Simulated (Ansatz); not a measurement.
**Relaxation of CsTeF6**

Aim: in CsTeF6, a borrowed structure type, volume estimated, relax cell and atoms, then read levels, charges and fields where it ends.

Program: Ansatz 0.2.0. Level of theory: DFT, r2SCAN, no spin polarisation, plane waves, PAW. These are calculated values, not measurements.

## Step 1: The structure

It takes space group R-3 (No. 148, trigonal). The conventional cell has a = 7.927 Å, b = 7.927 Å, c = 8.093 Å, α = 90.00°, β = 90.00°, γ = 120.00°. Around F (site symmetry 1) lie 1 Te at 1.88 Å. Cs (site symmetry -3) has 12 F at 3.14 to 3.32 Å as nearest neighbours. Around Te (site symmetry -3) lie 6 F at 1.88 Å.

As a file:

```cif
data_structure
_symmetry_space_group_name_H-M 'P 1'
_symmetry_Int_Tables_number 1
_cell_length_a 5.3126
_cell_length_b 5.3126
_cell_length_c 5.3126
_cell_angle_alpha 96.501
_cell_angle_beta 96.501
_cell_angle_gamma 96.501
_cell_volume 146.81
loop_
_atom_site_label
_atom_site_type_symbol
_atom_site_fract_x
_atom_site_fract_y
_atom_site_fract_z
_atom_site_occupancy
F1 F 0.07780 0.80890 0.70420 1
F2 F 0.70420 0.07780 0.80890 1
F3 F 0.80890 0.70420 0.07780 1
F4 F 0.92220 0.19110 0.29580 1
F5 F 0.29580 0.92220 0.19110 1
F6 F 0.19110 0.29580 0.92220 1
Cs1 Cs 0.50000 0.50000 0.50000 1
Te1 Te 0.00000 0.00000 0.00000 1
```

The first density is read from a saved solution for the starting cell.

## Step 2: The relaxation

input.yaml

```yaml
crystal:
  lattice:
    - [5.31262, 0.0, 0.0]
    - [-0.601494, 5.278459, 0.0]
    - [-0.601494, -0.673931, 5.235263]
  atoms:
    - { symbol: F, position: [0.0778, 0.8089, 0.7042] }
    - { symbol: F, position: [0.7042, 0.0778, 0.8089] }
    - { symbol: F, position: [0.8089, 0.7042, 0.0778] }
    - { symbol: F, position: [0.9222, 0.1911, 0.2958] }
    - { symbol: F, position: [0.2958, 0.9222, 0.1911] }
    - { symbol: F, position: [0.1911, 0.2958, 0.9222] }
    - { symbol: Cs, position: [0.5, 0.5, 0.5] }
    - { symbol: Te, position: [0.0, 0.0, 0.0] }
  symmetry: { tolerance: 0.0003 }
kpoints:
  mp_grid: { grid: [4, 4, 4], shift: [0, 0, 0] }
magnetization:
  spin_polarized: false
scf:
  occupations: { method: fermi_dirac, width: 0.0803 }
  lower_state_search: "off"
hamiltonian:
  pseudopotentials: { kind: paw }
  xc: r2scan
basis:
  ecutwfc: 500
  fft_grid_basis: typed
relax:
  max_steps: 80
  cell: { p_target: 0.0 }
output:
  forces: true
  stress: true
  eigenvalues: true
  bader: true
  populations: true
  elf: true
  write_potential: true
  volumetric_format: npy
  dos:
    e_range: [-12, 8]
    de: 0.05
    projected: { site_lists: { Cs: [Cs], F: [F], Te: [Te] } }
checkpoint:
  read: saved_state
```

Run with:

```sh
$ ansatz run input.yaml --threads 2 --pin off --max-ram 2560MiB --backend cpu --events-out ev --progress --plain --runs-dir out
```

**Question.** What will these runs give? Wanted: moves; energy gained; largest move; cell; volume; pressure at the end; character; Bader charges.

As calculated:

| quantity | value |
| --- | --- |
| moves | 5 |
| energy gained | 54.1 meV/atom |
| largest move | 0.08 Å (F) |
| space group (0.01 Å), before / after | R-3 / R-3 |
| cell | a = 5.340 Å, b = 5.340 Å, c = 5.340 Å, α = 96.36°, β = 96.36°, γ = 96.36° |
| volume | 18.65 Å³/atom (+1.6 %) |
| pressure at the end | 0.00 GPa |
| formation energy (elements from separate runs) | -2.39 eV/atom |
| character | metal |
| density of states, mean within 0.25 eV of the Fermi level | 4 per eV per cell |
| Bader charges | F -0.70, Cs +0.96, Te +3.23 e |

**Reading.** The volume grew by 1.6 %, and the largest move of an atom is 0.08 Å apart from the change of the cell; the energy fell by 54.1 meV per atom. With 6 symmetry operations imposed, the end may be a saddle point towards distortions that break them. The cell is metallic; within 0.25 eV of the Fermi level the density of states averages 4 per eV per cell, mostly F p (58 %) and Te s (37 %), but it varies sharply: 11 at the Fermi level itself, on this mesh. Against the elements' reference phases (F2 molecule, Cs bcc, Te trigonal tellurium; separate runs with the same functional) the formation energy is -2.39 eV per atom, a bound cell by that test. By Bader's partition Te gives up most (+3.23 e) and F takes most (-0.70 e).

Keep in mind: an odd count of electrons without spin polarisation forces a partly filled band.
